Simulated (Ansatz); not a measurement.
## AsH7OSi2, SMILES [SiH3]O[SiH2][AsH2]: an atomisation energy

Program: the Python package of Ansatz (0.2.0).

The script, `tae_ash7osi2.py`:
```python
# -*- coding: utf-8 -*-
'''Atomisation energy of AsH7OSi2 at the given geometry.'''

from collections import Counter

import ansatz as az


def energy_of(molecule, charge=0, unpaired=0):
    calc = molecule.calculation().basis(gaussian='def2-SVP').functional('CAM-B3LYP')
    if charge:
        calc = calc.charge(charge)
    if unpaired:
        calc = calc.spin('collinear', total=unpaired)
    return calc.run(threads=1).report['free_energy_ev']

GEOMETRY = '''
Si   -0.00400    1.87610    0.32860
O    -0.37170    0.48950    1.22240
Si   -0.69320   -0.75620    0.06150
As    1.42440   -1.52210   -0.79710
H     0.22890    3.01850    1.22820
H     1.12270    1.74840   -0.55010
H    -1.19950    2.28280   -0.49110
H    -1.29210   -1.85810    0.74960
H    -1.53770   -0.28500   -0.97130
H     0.67280   -2.82090   -1.33590
H     1.71470   -2.22990    0.57590
'''


def main():
    mol = az.Crystal.molecule()
    for line in GEOMETRY.strip().splitlines():
        symbol, *xyz = line.split()
        mol = mol.atom(symbol, [float(v) for v in xyz])

    # unpaired electrons of the ground-state atoms
    unpaired = {'Si': 2, 'O': 2, 'As': 3, 'H': 1}
    counts = Counter(site.symbol for site in mol.cartesian_sites)
    atom_energy = {s: energy_of(az.Crystal.molecule().atom(s, (0, 0, 0)), 0, unpaired[s]) for s in counts}
    whole = energy_of(mol, 0, 0)
    for s, e in atom_energy.items():
        print(f'{s:2s} x{counts[s]}  {e:14.5f} eV')
    print(f'AsH7OSi2: {whole:.5f} eV')
    split = sum(counts[s] * e for s, e in atom_energy.items()) - whole
    print(f'atomisation energy (no zero-point term): {split:.3f} eV, {split / sum(counts.values()):.3f} eV an atom')


if __name__ == '__main__':
    main()
```

```console
$ python tae_ash7osi2.py
Si x2     -7871.66477 eV
O  x1     -2040.23690 eV
As x1    -60835.24925 eV
H  x7       -13.54842 eV
AsH7OSi2: -78747.59892 eV
atomisation energy (no zero-point term): 33.944 eV, 3.086 eV an atom
```

33.944 eV from the electronic energies, without the zero-point term.

The settings weren't tested for convergence. The geometry is a force-field or estimated start, not a minimum of this method, and the basis set is short of its limit. All parts are taken at fixed geometry, without zero-point energy. It ran for 8 s on 1 thread of Arm Neoverse V1, with other jobs on the host, peak memory 0.39 GiB.
